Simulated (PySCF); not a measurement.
# PbH2: forces at shaken geometries

How stiff is PbH2? Its atoms are displaced at random by several amounts. It is a constructed species; whether it can be made isn't addressed.

Program: PySCF 2.14.0. Level of theory: PBE, Pb def2-SVP with ECP60, H def2-SVP; scalar-relativistic core potentials, no spin–orbit coupling. These are calculated values, not measurements.

3 further runs of the same task are left out: 2 for a known fault of the program, 1 that didn't finish.

**1. Starting geometry**

3 atoms, charge 0, spin multiplicity 1.

Bond lengths: Pb1–H2 1.877 Å, Pb1–H3 1.877 Å. Angles: H2–Pb1–H3 89.6°.

Geometry (Å):

```xyz
3
charge 0, multiplicity 1
Pb    0.0000    0.0000   -0.3056
H     1.3229    0.0000    1.0264
H    -1.3229    0.0000    1.0264
```

Formal oxidation states: Pb +2. An earlier session relaxed this geometry at PBE, Pb def2-SVP with ECP60, H def2-SVP (singlet, point group C2v).

Its energy there is -194.043308 Eh.

**2. Atoms moved at random, σ = 0.15 Å**

File run.py (the lines that set the calculation):

```python
mol = gto.M(atom='''
Pb    -0.06752     0.03175    -0.57789
H      1.37795    -0.08920     1.19941
H     -1.31043     0.05746     1.12575''',
    basis={'Pb': 'def2-SVP', 'H': 'def2-SVP'},
    ecp={'Pb': 'def2-SVP'},
    charge=0, spin=0)
mf = dft.RKS(mol, xc='PBE')
mf.grids.atom_grid = (50, 194)
mf = mf.density_fit()  # fitting sets: Pb def2-universal-JKFIT, H def2-universal-JKFIT
mf.conv_tol = 1e-08; mf.max_cycle = 55
mf.kernel(dm0)  # dm0: the density of the relaxed state
```

Started as:

```sh
$ OMP_NUM_THREADS=2 python run.py
```

**3. Atoms moved at random, σ = 0.1 Å**

Changes to run.py (the lines that set the calculation) since step 2:

```diff
@@ -1,5 +1,5 @@
 mol = gto.M(atom='''
-Pb    -0.06752     0.03175    -0.57789
-H      1.37795    -0.08920     1.19941
-H     -1.31043     0.05746     1.12575''',
+Pb    -0.08045     0.03993    -0.38939
+H      1.30881    -0.06561     1.19005
+H     -1.22836     0.02568     0.94661''',
     basis={'Pb': 'def2-SVP', 'H': 'def2-SVP'},
```

**4. Atoms moved at random, σ = 0.1 Å**

Changes to run.py (the lines that set the calculation) since step 3:

```diff
@@ -1,5 +1,5 @@
 mol = gto.M(atom='''
-Pb    -0.08045     0.03993    -0.38939
-H      1.30881    -0.06561     1.19005
-H     -1.22836     0.02568     0.94661''',
+Pb    -0.05195    -0.05143    -0.34425
+H      1.39709     0.11671     1.05897
+H     -1.34514    -0.06528     1.03255''',
     basis={'Pb': 'def2-SVP', 'H': 'def2-SVP'},
```

Q: Predict the outcome of this session. Wanted: for each run, σ; energy rise; harmonic estimate −½ F·u; largest force component.

The runs gave:

| σ (Å) | energy rise (eV) | harmonic estimate −½ F·u (eV) | largest force component (eV/Å) |
| --- | --- | --- | --- |
| 0.15 | 0.747 | 0.624 | 2.85 |
| 0.1 | 0.271 | 0.252 | 1.74 |
| 0.1 | 0.081 | 0.077 | 0.78 |

Every displacement raises the energy. For a harmonic well the rise equals −½ F·u; the two differ by at most 16 % here (a move with σ = 0.15 Å), from anharmonicity, the grid and the small forces left at the relaxed point. The bases are small and lack diffuse functions. Spin–orbit coupling is left out.
